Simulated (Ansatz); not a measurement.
**CH₅AlSn (SMILES [CH2]1[AlH][SnH2]1): one structure at several levels**

How do the functionals fare away from a minimum? The structure is a structure displaced at random from a GFN2-xTB minimum.

Program: Ansatz 0.2.0, Gaussian basis. Level of theory: single points in def2-TZVPP. These are calculated values, not measurements.

Cores are frozen in the correlated methods. Filled d shells of the heavier atoms are correlated. Core potentials replace the inner electrons past krypton, and spin-orbit coupling is left out.

### Step 1. Where the work starts

8 atoms, charge 0, spin multiplicity 1.

Atoms are counted from 1 here; the program's logs count them from 0.

Bond lengths: C1–Al2 1.838 Å, C1–Sn3 2.556 Å, C1–H4 1.243 Å, Al2–Sn3 2.628 Å, Al2–H6 1.813 Å, Sn3–H7 1.857 Å, Sn3–H8 1.756 Å. Angles: Al2–C1–Sn3 71.3°, Al2–C1–H4 126.5°, Sn3–C1–H4 118.3°, C1–Al2–Sn3 67.2°, C1–Al2–H6 163.4°, Sn3–Al2–H6 129.0°, C1–Sn3–Al2 41.5°, C1–Sn3–H7 110.5°, C1–Sn3–H8 110.4°, Al2–Sn3–H7 142.6°, Al2–Sn3–H8 116.4°, H7–Sn3–H8 94.9°.

Geometry (Å):

```xyz
8
charge 0, multiplicity 1
C    -1.01700    0.32530   -0.40250
Al   -0.14330    1.48540    0.72370
Sn    1.06330   -0.83970    0.51920
H    -2.12510   -0.20240   -0.20510
H    -0.95640    0.39260   -1.89350
H     0.27030    2.89540    1.78610
H     0.77550   -2.66910    0.65690
H     2.29130   -0.97520   -0.72920
```

### Step 2. CCSD(T)/def2-TZVPP

run/in.yaml reads:

```yaml
crystal:
  periodic: [false, false, false]
  atoms:
    - {symbol: C, position_ang: [-1.017000, 0.325300, -0.402500]}
    - {symbol: Al, position_ang: [-0.143300, 1.485400, 0.723700]}
    - {symbol: Sn, position_ang: [1.063300, -0.839700, 0.519200]}
    - {symbol: H, position_ang: [-2.125100, -0.202400, -0.205100]}
    - {symbol: H, position_ang: [-0.956400, 0.392600, -1.893500]}
    - {symbol: H, position_ang: [0.270300, 2.895400, 1.786100]}
    - {symbol: H, position_ang: [0.775500, -2.669100, 0.656900]}
    - {symbol: H, position_ang: [2.291300, -0.975200, -0.729200]}
basis:
  gaussian: {orbitals: def2-TZVPP}
correlation: {method: ccsd_t}
output: {forces: true}
```

Run with:

```sh
ansatz run in.yaml --threads 4 --pin off --events-out ev --progress --plain --max-ram 5222MiB
```

The program printed, shortened:

```text
Functional definition: HF
  name "HF"
  cite "Fock, Z. Phys. 61, 126 (1930) doi:10.1007/BF01340294"
  parent pbe
[...]
1297 factors; integrals over basis functions are off by at most 9.5e-4 eV
[...]
mean field -13493.75623294 eV, -495.8863951642 hartree, gradient 2.0e-6 eV, S^2 0.000000; 0 other end points of the search recorded, 0 dependent functions left out
10 core orbitals not correlated: weight in the atoms' cores, before any rotation towards them, 1.000 or more for the frozen orbitals, at most 0.000 for the correlated occupied ones
reference -13493.75623294 eV, -495.8863951642 hartree; 13, 13 occupied and 170, 170 virtual orbitals, 1297 factors
second order -16.12699456 eV of doubles, -0.00000000 eV of singles
cycle   1  -16.17175746 eV  change   -4.5e-2 eV  update   1.2e-1
[...]
cycle  15  -16.86773583 eV  change    7.2e-7 eV  update   1.5e-6
perturbative correction -0.71604158 eV, -0.0263140427 hartree
[...]
working
working
working
working
working
Total energy: -13511.34001035 eV, -496.5325870652 hartree
Atom 0 at    -1.017000     0.325300    -0.402500 Å, force    -2.472286    -2.299278    -4.564130 eV/Å
Atom 1 at    -0.143300     1.485400     0.723700 Å, force     1.094043     1.730350     2.098141 eV/Å
Atom 2 at     1.063300    -0.839700     0.519200 Å, force    -0.417811    -1.226014    -0.475844 eV/Å
Atom 3 at    -2.125100    -0.202400    -0.205100 Å, force     3.024509     1.361801    -0.402454 eV/Å
Atom 4 at    -0.956400     0.392600    -1.893500 Å, force    -0.140131     0.045406     4.432201 eV/Å
Atom 5 at     0.270300     2.895400     1.786100 Å, force    -0.625942    -1.365629    -1.316491 eV/Å
Atom 6 at     0.775500    -2.669100     0.656900 Å, force     0.001084     1.554631     0.121165 eV/Å
Atom 7 at     2.291300    -0.975200    -0.729200 Å, force    -0.463467     0.198734     0.107410 eV/Å
Dipole moment:    -0.164454     0.351983     0.099578 e Å
```

It took 6.7 min on 4 threads of Arm Neoverse N1, shared host; peak memory 4.4 GiB.

### Step 3. PBE0-D4/def2-TZVPP

Edit run/in.yaml of step 2 so:

```diff
@@ -13,3 +13,3 @@
   gaussian: {orbitals: def2-TZVPP}
-correlation: {method: ccsd_t}
-output: {forces: true}
+hamiltonian: {xc: pbe0, dispersion: d4}
+output: {forces: true, orbitals: {seedname: orbitals}}
```

Run with:

```sh
ansatz run in.yaml --threads 4 --pin off --events-out ev --progress --plain --max-ram 5222MiB
```

The program printed, shortened:

```text
Functional definition: PBE0
  name "PBE0"
  cite "Adamo & Barone, J. Chem. Phys. 110, 6158 (1999) doi:10.1063/1.478522"
  cite "Perdew, Burke & Ernzerhof, Phys. Rev. Lett. 77, 3865 (1996) doi:10.1103/PhysRevLett.77.3865"
[... 1 set-up line as earlier in the session ...]
[...]
1236 factors; their error is unknown
[...]
mean field -13538.84344578 eV, -497.5433196748 hartree, gradient 2.1e-5 eV, S^2 0.000000; 0 other end points of the search recorded, 0 dependent functions left out
[...]
reference -13538.84348614 eV, -497.5433211580 hartree; 23, 23 occupied and 170, 170 virtual orbitals, 1236 factors
Total energy: -13538.99268019 eV, -497.5488039380 hartree
Atom 0 at    -1.017000     0.325300    -0.402500 Å, force    -2.354136    -2.210309    -4.595403 eV/Å
Atom 1 at    -0.143300     1.485400     0.723700 Å, force     0.930537     1.507858     1.884948 eV/Å
Atom 2 at     1.063300    -0.839700     0.519200 Å, force    -0.512672    -1.084864    -0.383768 eV/Å
Atom 3 at    -2.125100    -0.202400    -0.205100 Å, force     3.084126     1.416228    -0.424119 eV/Å
Atom 4 at    -0.956400     0.392600    -1.893500 Å, force    -0.168852     0.051433     4.650049 eV/Å
Atom 5 at     0.270300     2.895400     1.786100 Å, force    -0.600865    -1.310094    -1.270192 eV/Å
Atom 6 at     0.775500    -2.669100     0.656900 Å, force    -0.011252     1.448155     0.128265 eV/Å
Atom 7 at     2.291300    -0.975200    -0.729200 Å, force    -0.366886     0.181594     0.010220 eV/Å
Dipole moment:    -0.154265     0.324899     0.088760 e Å
```

Wall time 4.4 s (4 threads of Arm Neoverse N1, shared host); peak memory 0.43 GiB.

### Step 4. wB97M-V/def2-TZVPP

Edit run/in.yaml of step 3 so:

```diff
@@ -13,3 +13,3 @@
   gaussian: {orbitals: def2-TZVPP}
-hamiltonian: {xc: pbe0, dispersion: d4}
-output: {forces: true, orbitals: {seedname: orbitals}}
+hamiltonian: {xc: {name: wB97M-V}}
+output: {forces: true}
```

Run with:

```sh
ansatz run in.yaml --threads 4 --pin off --events-out ev --progress --plain --max-ram 5222MiB
```

The program printed, shortened:

```text
Functional definition: wB97M-V
  name "wB97M-V"
  cite "Mardirossian & Head-Gordon, J. Chem. Phys. 144, 214110 (2016) doi:10.1063/1.4952647"
  cite "Becke, J. Chem. Phys. 107, 8554 (1997) doi:10.1063/1.475007"
  cite "Vydrov & Van Voorhis, J. Chem. Phys. 133, 244103 (2010) doi:10.1063/1.3521275"
  # Of w^i u^j: cxij and so on, Table III.
[...]
  gx(w, u) = 1 - cx + cx01*u + cx10*w
  gss(w, u) = css00 + css04*u^4 + css10*w + css20*w^2 + css43*w^4*u^3
  gos(w, u) = cos00 + cos10*w + (cos20 + cos21*u)*w^2 + (cos60 + cos61*u)*w^6
[...]
      + integral(e_c_pw_mod_opposite_spin*gos(b97_w_opposite, b97_u_opposite)) + vv10(b, c)
1179 factors; their error is unknown
290 factors; integrals over basis functions are off by at most 1.6e-5 eV
[...]
mean field -13540.41141547 eV, -497.6009414981 hartree, gradient 4.6e-5 eV, S^2 0.000000; 0 other end points of the search recorded, 0 dependent functions left out
[...]
reference -13540.41147842 eV, -497.6009438116 hartree; 23, 23 occupied and 170, 170 virtual orbitals, 1179 factors
Total energy: -13540.41147842 eV, -497.6009438116 hartree
Atom 0 at    -1.017000     0.325300    -0.402500 Å, force    -2.216084    -2.243662    -4.531547 eV/Å
Atom 1 at    -0.143300     1.485400     0.723700 Å, force     0.877460     1.596340     1.908025 eV/Å
Atom 2 at     1.063300    -0.839700     0.519200 Å, force    -0.537872    -1.168681    -0.509209 eV/Å
Atom 3 at    -2.125100    -0.202400    -0.205100 Å, force     3.126999     1.453901    -0.420774 eV/Å
Atom 4 at    -0.956400     0.392600    -1.893500 Å, force    -0.158142     0.059271     4.721492 eV/Å
Atom 5 at     0.270300     2.895400     1.786100 Å, force    -0.631727    -1.498040    -1.390014 eV/Å
Atom 6 at     0.775500    -2.669100     0.656900 Å, force     0.007766     1.609269     0.119491 eV/Å
Atom 7 at     2.291300    -0.975200    -0.729200 Å, force    -0.468400     0.191602     0.102536 eV/Å
Dipole moment:    -0.140666     0.354290     0.118675 e Å
```

It took 13 s on 4 threads of Arm Neoverse N1, shared host; peak memory 0.57 GiB.

### Step 5. r2SCAN-D4/def2-TZVPP

Edit run/in.yaml of step 4 so:

```diff
@@ -13,3 +13,3 @@
   gaussian: {orbitals: def2-TZVPP}
-hamiltonian: {xc: {name: wB97M-V}}
+hamiltonian: {xc: r2scan, dispersion: d4}
 output: {forces: true}
```

Run with:

```sh
ansatz run in.yaml --threads 4 --pin off --events-out ev --progress --plain --max-ram 5222MiB
```

The program printed, shortened:

```text
Functional definition: r2SCAN
  name "r2SCAN"
  cite "Furness, Kaplan, Ning, Perdew & Sun, J. Phys. Chem. Lett. 11, 8208 (2020) doi:10.1021/acs.jpclett.0c02405"
  cite "Furness, Kaplan, Ning, Perdew & Sun, J. Phys. Chem. Lett. 11, 9248 (2020) doi:10.1021/acs.jpclett.0c03077"
  parent r2scan
[...]
1132 factors; their error is unknown
[...]
mean field -13544.06729417 eV, -497.7352925623 hartree, gradient 8.1e-5 eV, S^2 0.000000; 0 other end points of the search recorded, 0 dependent functions left out
[...]
reference -13544.06731059 eV, -497.7352931658 hartree; 23, 23 occupied and 170, 170 virtual orbitals, 1132 factors
Total energy: -13544.10726100 eV, -497.7367613161 hartree
Atom 0 at    -1.017000     0.325300    -0.402500 Å, force    -2.344920    -2.126184    -4.492992 eV/Å
Atom 1 at    -0.143300     1.485400     0.723700 Å, force     0.942053     1.489397     1.862829 eV/Å
Atom 2 at     1.063300    -0.839700     0.519200 Å, force    -0.436703    -1.071530    -0.275053 eV/Å
Atom 3 at    -2.125100    -0.202400    -0.205100 Å, force     3.015525     1.367256    -0.436790 eV/Å
Atom 4 at    -0.956400     0.392600    -1.893500 Å, force    -0.184908     0.045203     4.517303 eV/Å
Atom 5 at     0.270300     2.895400     1.786100 Å, force    -0.595897    -1.302124    -1.262256 eV/Å
Atom 6 at     0.775500    -2.669100     0.656900 Å, force    -0.015542     1.427395     0.094428 eV/Å
Atom 7 at     2.291300    -0.975200    -0.729200 Å, force    -0.379609     0.170588    -0.007469 eV/Å
Dipole moment:    -0.168405     0.327984     0.079872 e Å
```

It took 5.5 s on 4 threads of Arm Neoverse N1, shared host; peak memory 0.24 GiB.

### Step 6. PBE-D4/def2-TZVPP

Edit run/in.yaml of step 5 so:

```diff
@@ -13,3 +13,3 @@
   gaussian: {orbitals: def2-TZVPP}
-hamiltonian: {xc: r2scan, dispersion: d4}
+hamiltonian: {xc: pbe, dispersion: d4}
 output: {forces: true}
```

Run with:

```sh
ansatz run in.yaml --threads 4 --pin off --events-out ev --progress --plain --max-ram 5222MiB
```

The program printed, shortened:

```text
Functional definition: PBE
  name "PBE"
[... 2 set-up lines as earlier in the session ...]
[...]
1132 factors; their error is unknown
[...]
mean field -13538.08217637 eV, -497.5153435398 hartree, gradient 2.5e-5 eV, S^2 0.000000; 0 other end points of the search recorded, 0 dependent functions left out
[...]
reference -13538.08223053 eV, -497.5153455304 hartree; 23, 23 occupied and 170, 170 virtual orbitals, 1132 factors
Total energy: -13538.25699256 eV, -497.5217679163 hartree
Atom 0 at    -1.017000     0.325300    -0.402500 Å, force    -2.352066    -2.146004    -4.465953 eV/Å
Atom 1 at    -0.143300     1.485400     0.723700 Å, force     0.925240     1.581253     1.854371 eV/Å
Atom 2 at     1.063300    -0.839700     0.519200 Å, force    -0.405772    -0.990554    -0.133742 eV/Å
Atom 3 at    -2.125100    -0.202400    -0.205100 Å, force     2.808716     1.294533    -0.400521 eV/Å
Atom 4 at    -0.956400     0.392600    -1.893500 Å, force    -0.179604     0.052024     4.296649 eV/Å
Atom 5 at     0.270300     2.895400     1.786100 Å, force    -0.537329    -1.141056    -1.124624 eV/Å
Atom 6 at     0.775500    -2.669100     0.656900 Å, force    -0.033852     1.201329     0.105426 eV/Å
Atom 7 at     2.291300    -0.975200    -0.729200 Å, force    -0.225332     0.148474    -0.131606 eV/Å
Dipole moment:    -0.164137     0.310174     0.073685 e Å
```

Wall time 2.8 s (4 threads of Arm Neoverse N1, shared host); peak memory 0.22 GiB.

### Step 7. B97M-V/def2-TZVPP

Edit run/in.yaml of step 6 so:

```diff
@@ -13,3 +13,3 @@
   gaussian: {orbitals: def2-TZVPP}
-hamiltonian: {xc: pbe, dispersion: d4}
+hamiltonian: {xc: {name: B97M-V}}
 output: {forces: true}
```

Run with:

```sh
ansatz run in.yaml --threads 4 --pin off --events-out ev --progress --plain --max-ram 5222MiB
```

The program printed, shortened:

```text
Functional definition: B97M-V
  name "B97M-V"
  cite "Mardirossian & Head-Gordon, J. Chem. Phys. 142, 074111 (2015) doi:10.1063/1.4907719"
[... 2 set-up lines as earlier in the session ...]
  # Of w^i u^j: cxij and so on, Table III.
[...]
  gx(w, u) = cx00 + cx01*u + cx02*u^2 + (cx10 + cx11*u)*w
  gss(w, u) = css00 + css02*u^2 + css10*w + (css32*w^3 + css42*w^4)*u^2
  gos(w, u) = cos00 + cos01*u + cos03*u^3 + cos10*w + cos32*w^3*u^2
[...]
      + integral(e_c_pw_mod_opposite_spin*gos(b97_w_opposite, b97_u_opposite)) + vv10(b, c)
1132 factors; their error is unknown
[...]
mean field -13541.93169922 eV, -497.6568108954 hartree, gradient 8.0e-5 eV, S^2 0.000000; 0 other end points of the search recorded, 0 dependent functions left out
[...]
reference -13541.93177641 eV, -497.6568137321 hartree; 23, 23 occupied and 170, 170 virtual orbitals, 1132 factors
Total energy: -13541.93177641 eV, -497.6568137321 hartree
Atom 0 at    -1.017000     0.325300    -0.402500 Å, force    -2.327566    -2.204384    -4.350258 eV/Å
Atom 1 at    -0.143300     1.485400     0.723700 Å, force     0.898091     1.534758     1.865809 eV/Å
Atom 2 at     1.063300    -0.839700     0.519200 Å, force    -0.538866    -1.012035    -0.310742 eV/Å
Atom 3 at    -2.125100    -0.202400    -0.205100 Å, force     3.063196     1.434065    -0.465184 eV/Å
Atom 4 at    -0.956400     0.392600    -1.893500 Å, force    -0.206222     0.063355     4.450337 eV/Å
Atom 5 at     0.270300     2.895400     1.786100 Å, force    -0.611272    -1.267483    -1.253786 eV/Å
Atom 6 at     0.775500    -2.669100     0.656900 Å, force    -0.026157     1.285215     0.146848 eV/Å
Atom 7 at     2.291300    -0.975200    -0.729200 Å, force    -0.251205     0.166509    -0.083024 eV/Å
Dipole moment:    -0.142273     0.279500     0.109534 e Å
```

Wall time 13 s (4 threads of Arm Neoverse N1, shared host); peak memory 0.3 GiB.

### Step 8. r2SCAN0-D4/def2-TZVPP

Edit run/in.yaml of step 7 so:

```diff
@@ -13,3 +13,3 @@
   gaussian: {orbitals: def2-TZVPP}
-hamiltonian: {xc: {name: B97M-V}}
+hamiltonian: {xc: {name: r2SCAN0}, dispersion: d4}
 output: {forces: true}
```

Run with:

```sh
ansatz run in.yaml --threads 4 --pin off --events-out ev --progress --plain --max-ram 5222MiB
```

The program printed, shortened:

```text
Functional definition: r2SCAN0
  name "r2SCAN0"
  cite "Bursch, Neugebauer, Ehlert & Grimme, J. Chem. Phys. 156, 134105 (2022) doi:10.1063/5.0086040"
[... 3 set-up lines as earlier in the session ...]
[...]
1236 factors; their error is unknown
[...]
mean field -13542.81877134 eV, -497.6894101943 hartree, gradient 2.6e-5 eV, S^2 0.000000; 0 other end points of the search recorded, 0 dependent functions left out
[...]
reference -13542.81878447 eV, -497.6894106770 hartree; 23, 23 occupied and 170, 170 virtual orbitals, 1236 factors
Total energy: -13542.86784283 eV, -497.6912135386 hartree
Atom 0 at    -1.017000     0.325300    -0.402500 Å, force    -2.355006    -2.184898    -4.595841 eV/Å
Atom 1 at    -0.143300     1.485400     0.723700 Å, force     0.928790     1.460689     1.880218 eV/Å
Atom 2 at     1.063300    -0.839700     0.519200 Å, force    -0.512578    -1.140195    -0.449246 eV/Å
Atom 3 at    -2.125100    -0.202400    -0.205100 Å, force     3.209115     1.458665    -0.448316 eV/Å
Atom 4 at    -0.956400     0.392600    -1.893500 Å, force    -0.173060     0.046727     4.771318 eV/Å
Atom 5 at     0.270300     2.895400     1.786100 Å, force    -0.634437    -1.415292    -1.355349 eV/Å
Atom 6 at     0.775500    -2.669100     0.656900 Å, force     0.000258     1.582216     0.114598 eV/Å
Atom 7 at     2.291300    -0.975200    -0.729200 Å, force    -0.463082     0.192088     0.082619 eV/Å
Dipole moment:    -0.158954     0.340220     0.092970 e Å
```

Run time: 7 s. Hardware: 4 threads of Arm Neoverse N1, shared host; peak memory 0.46 GiB.

### Step 9. Comparison

```csv
method,RMS force component (eV/Å),RMS error against CCSD(T) (eV/Å),angle to CCSD(T) forces (°),dipole (D)
CCSD(T),1.829,reference,reference,1.93
PBE0-D4,1.816,0.107,3.3,1.78
wB97M-V,1.839,0.115,3.6,1.92
r2SCAN-D4,1.775,0.113,3.2,1.81
PBE-D4,1.716,0.175,4.4,1.72
B97M-V,1.757,0.141,3.9,1.60
r2SCAN0-D4,1.850,0.122,3.8,1.86
```

Energy less the free neutral atoms in their ground states at the same level (atoms from separate runs):

Differences are taken before rounding.

```csv
method,rung,energy less atoms (eV),from CCSD(T) (eV)
PBE-D4,GGA,-20.429,-0.871
r2SCAN-D4,meta-GGA,-20.217,-0.659
B97M-V,meta-GGA,-20.594,-1.036
PBE0-D4,hybrid,-19.880,-0.322
r2SCAN0-D4,hybrid,-19.710,-0.153
wB97M-V,range-separated hybrid,-19.872,-0.315
Hartree-Fock,wavefunction,-13.077,+6.481
MP2,wavefunction,-19.235,+0.322
CCSD,wavefunction,-19.091,+0.467
CCSD(T),wavefunction,-19.558,0
```

What each level took, beside its miss in the forces (shared host):

```csv
method,time,RMS force error (eV/Å)
CCSD(T),6.7 min,0
PBE0-D4,4.4 s,0.107
wB97M-V,13 s,0.115
r2SCAN-D4,5.5 s,0.113
PBE-D4,2.8 s,0.175
B97M-V,13 s,0.141
r2SCAN0-D4,7 s,0.122
```

### Step 10. Summary of results

| quantity | value |
| --- | --- |
| energy less free atoms, CCSD(T)/def2-TZVPP | -19.558 eV |
| RMS force component | 1.716 to 1.850 eV/Å over the methods |
| RMS force error | PBE0-D4 0.107, wB97M-V 0.115, r2SCAN-D4 0.113, PBE-D4 0.175, B97M-V 0.141, r2SCAN0-D4 0.122 eV/Å |
| HOMO and LUMO, PBE0-D4 | -5.89 and -2.34 eV |
| T1 diagnostic | 0.017 |

**Reading.** Against CCSD(T) the functionals' energies less atoms differ by -1.036 to -0.153 eV, PBE-D4 by -0.871 eV. The reference is not at the basis limit: in triple zeta CCSD(T) underbinds, which counts against methods that bind more; the gaps are no ranking. The forces of PBE0-D4 come nearest to CCSD(T), those of PBE-D4 are farthest. Frozen-core CCSD(T) forces in triple zeta carry basis errors of their own, and this is one geometry, so small gaps rank nothing.
